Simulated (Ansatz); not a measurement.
# C₂H₆B₂ClF, SMILES BB(C)C(F)Cl: a single point in a Gaussian basis

Run with Ansatz's Python interface.

Input file `c2h6b2clf.xyz`:
```text
12

B    -0.91630   -1.48780    0.30880
B    -0.03190   -0.10250    0.00120
C     1.52420   -0.24830   -0.02540
C    -0.64150    1.31910   -0.30490
F    -1.58560    1.17430   -1.38380
Cl   -1.60880    1.88860    1.13020
H    -2.11580   -1.35290    0.30150
H    -0.41450   -2.46930    0.50110
H     2.04420    0.74090   -0.19130
H     1.85530   -0.98370   -0.76470
H     1.89300   -0.60550    1.00190
H     0.07470    2.07190   -0.54060
```

`energy_c2h6b2clf.py`
```python
# -*- coding: utf-8 -*-
import sys
import warnings

import ansatz as az
import numpy as np

warnings.simplefilter('ignore', az.DeckWarning)

c2h6b2clf = az.Crystal.molecule_from_extxyz('c2h6b2clf.xyz')

base = c2h6b2clf.calculation()
base = base.basis(gaussian='def2-SVP')
base = base.correlation('mp2')
base = base.forces()
try:
    r = base.run().report
except az.AnsatzError as error:
    sys.exit(f'{type(error).__name__}: {error}')

print(f'E = {r["free_energy_ev"]:.6f} eV = {r["free_energy_ev"] / 27.211386246:.7f} Ha')
print('converged:', r['converged'], ' doubts:', r['published_state_doubts'] or 'none')

print('correlation energy', round(r['free_energy_ev'] - r['reference_energy_ev'], 5), 'eV')
cluster = r['correlation'].get('coupled_cluster')
if cluster:
    print('cycles', cluster['cycles'], ' T1 diagnostic', round(cluster['t1_diagnostic'], 4), ' largest double', round(cluster['largest_double'], 4))

symbols = [site.symbol for site in c2h6b2clf.cartesian_sites]
forces = np.array(r['forces_ev_ang'])
print('largest force', round(float(np.linalg.norm(forces, axis=1).max()), 4), 'eV/A, rms', round(float(np.sqrt((forces ** 2).mean())), 4))

charges = r['charge_distribution']
print('dipole moment', round(4.803205 * float(np.linalg.norm(charges['dipole_moment_e_ang'])), 3), 'D')
print('Mulliken:', [(s, round(q, 3)) for s, q in zip(symbols, charges['mulliken_charges_e'])])
```

```console
$ python energy_c2h6b2clf.py
E = -18718.576457 eV = -687.8949969 Ha
converged: True  doubts: none
correlation energy -20.53437 eV
largest force 3.1237 eV/A, rms 1.0858
dipole moment 2.506 D
Mulliken: [('B', 0.144), ('B', 0.081), ('C', -0.188), ('C', 0.244), ('F', -0.304), ('Cl', -0.148), ('H', -0.042), ('H', -0.045), ('H', 0.04), ('H', 0.077), ('H', 0.079), ('H', 0.063)]
```

Total energies depend on the basis set; only differences at equal settings carry meaning. The geometry is a force-field or estimated start, not a minimum of this method, and the basis set is short of its limit. Inner cores stay frozen, so this is valence correlation. It ran for 7.1 s on 1 thread of Arm Neoverse V2 (shared host), peak memory 0.37 GiB.

(A comment or docstring line of the script was reworded after the run, the code is as it ran; lines on the test bed's own set-up are left out of the output.)
